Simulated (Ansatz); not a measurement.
**ZrInBr3: a trial structure relaxed**

Where does this trial cell of ZrInBr3 go when cell and atoms are let free?

Method: DFT PBE, scalar-relativistic, plane waves, PAW, in Ansatz 0.2.0.

## (1) Starting point

Symmetry: Pm-3m, No. 221, cubic system. The conventional cell has a = 4.989 Å, b = 4.989 Å, c = 4.989 Å, α = 90.00°, β = 90.00°, γ = 90.00°. Around Zr (site symmetry m-3m) lie 12 Br at 3.53 Å. In (site symmetry m-3m) has 6 Br at 2.49 Å as nearest neighbours. Br (site symmetry 4/mmm) has 2 In at 2.49 Å and 4 Zr at 3.53 Å as nearest neighbours.

Coordinates:

```
Zr In Br
1.0
     4.98878    0.00000    0.00000
     0.00000    4.98878    0.00000
     0.00000    0.00000    4.98878
Zr In Br
1 1 3
Direct
  0.00000 0.00000 0.00000
  0.50000 0.50000 0.50000
  0.00000 0.50000 0.50000
  0.50000 0.00000 0.50000
  0.50000 0.50000 0.00000
```

A structure generator made this guess: species swapped into a database cell of RbHgF3 (Pm-3m, No. 221), with Zr on the Rb sites, In on the Hg sites and Br on the F sites. The dimensions are guesses.

## (2) The guess as it stands, on a coarse mesh

Contents of input.yaml:

```yaml
crystal:
  lattice:
    - [4.98877567, 0.0, 0.0]
    - [0.0, 4.98877567, 0.0]
    - [0.0, 0.0, 4.98877567]
  atoms:
    - { symbol: Zr, position: [0.0, 0.0, 0.0] }
    - { symbol: In, position: [0.5, 0.5, 0.5] }
    - { symbol: Br, position: [0.0, 0.5, 0.5] }
    - { symbol: Br, position: [0.5, 0.0, 0.5] }
    - { symbol: Br, position: [0.5, 0.5, 0.0] }
basis:
  ecutwfc: 420
kpoints:
  mp_grid: { grid: [4, 4, 4] }
hamiltonian:
  xc: pbe
scf:
  occupations: { method: gaussian, width: 0.1 }
  lower_state_search: "off"
output:
  forces: true
  stress: true
  eigenvalues: true
```

On the command line:

```console
$ ansatz run input.yaml --threads 1 --pin off --max-ram 2048MiB --backend cpu --events-out ev --progress --plain --runs-dir out
```

The session goes on with these runs: coarse relaxation; spin check on a coarse mesh; full relaxation.

**Question.** What will these runs give? Wanted: conventional cell; volume; energy over the elements; gap on the mesh; total moment.

The runs gave:

| quantity | value |
| --- | --- |
| symmetry at the end (tolerance 0.05 Å) | space group Pm-3m (No. 221) |
| conventional cell | a = 5.628 Å, b = 5.628 Å, c = 5.628 Å, α = 90.00°, β = 90.00°, γ = 90.00° |
| volume | 35.65 Å³/atom |
| energy over the elements | +0.18 eV/atom |
| gap on the mesh | none (metal) |
| total moment | 2.79 μB/cell |

What this shows: The space group Pm-3m (No. 221) is kept, and the volume per atom grows by 43.6 % from the first guess. The formation energy is positive, so the separate elements lie lower. No finished test with a distortion of lower symmetry is shown, so the end may be a saddle point. Other magnetic orders were not searched.
